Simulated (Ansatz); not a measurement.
# CH₄OSSi: basis-set convergence

How large a basis does CH₄OSSi need? Two functionals are run in growing sets.

Method: one geometry, several basis sets; program: Ansatz 0.2.0, Gaussian basis.

Levels to be run: PBE0-D4/def2-SVP; ωB97M-V/def2-SVP; PBE0-D4/def2-QZVPP; ωB97M-V/def2-QZVPP; the functionals' def2-TZVPP values are taken from earlier runs.

## 1. Structure used throughout

An earlier PBE0-D4 in a triple-zeta def2 set relaxation fixed the geometry.

SMILES `O[SiH]1CS1`, 8 atoms, charge 0, spin multiplicity 1.

Atoms are counted from 1 here; the program's logs count them from 0.

Bond lengths: O1–Si2 1.632 Å, O1–H5 0.960 Å, Si2–C3 1.830 Å, Si2–S4 2.076 Å, Si2–H6 1.471 Å, C3–S4 1.887 Å, C3–H7 1.086 Å, C3–H8 1.086 Å. Angles: Si2–O1–H5 117.2°, O1–Si2–C3 123.1°, O1–Si2–S4 121.8°, O1–Si2–H6 106.5°, C3–Si2–S4 57.4°, C3–Si2–H6 120.9°, S4–Si2–H6 120.8°, Si2–C3–S4 67.9°, Si2–C3–H7 121.5°, Si2–C3–H8 120.4°, S4–C3–H7 112.5°, S4–C3–H8 112.3°, H7–C3–H8 112.9°, Si2–S4–C3 54.7°.

## 2. PBE0-D4 in def2-SVP

The input, in.yaml:

```yaml
crystal:
  periodic: [false, false, false]
  atoms:
    - {symbol: O, position_ang: [-1.426146, 1.262550, -0.241095]}
    - {symbol: Si, position_ang: [0.088699, 0.725667, 0.043361]}
    - {symbol: C, position_ang: [0.486724, -1.036968, 0.330359]}
    - {symbol: S, position_ang: [1.117985, -0.429342, -1.341226]}
    - {symbol: H, position_ang: [-1.957024, 0.766554, -0.867944]}
    - {symbol: H, position_ang: [0.772827, 1.787914, 0.796287]}
    - {symbol: H, position_ang: [1.291666, -1.335982, 0.995613]}
    - {symbol: H, position_ang: [-0.282532, -1.797493, 0.228846]}
basis:
  gaussian: {orbitals: def2-SVP}
hamiltonian: {xc: pbe0, dispersion: d4}
output: {orbitals: {seedname: orbitals}}
```

Command:

```
$ ansatz run in.yaml --threads 2 --pin off --events-out ev --progress --plain --max-ram 4352MiB
```

The runs that follow: ωB97M-V in def2-SVP; PBE0-D4 in def2-QZVPP; ωB97M-V in def2-QZVPP.

Q: Predict the results of all the runs planned. Wanted: PBE0-D4: double and triple zeta above quadruple; ωB97M-V: double and triple zeta above quadruple.

As calculated:

```
                                       quantity           value
PBE0-D4: double and triple zeta above quadruple  11.38, 0.78 eV
ωB97M-V: double and triple zeta above quadruple  11.43, 0.74 eV
```

In words: For PBE0-D4 the step from double to triple zeta gains 10.60 eV and the next only 0.78 eV. Total energies overstate the basis error of differences, where much of it tends to cancel. The LUMO of ωB97M-V is positive and keeps falling with the basis (2.58 to 1.37 eV): an unbound level that the basis holds in place.
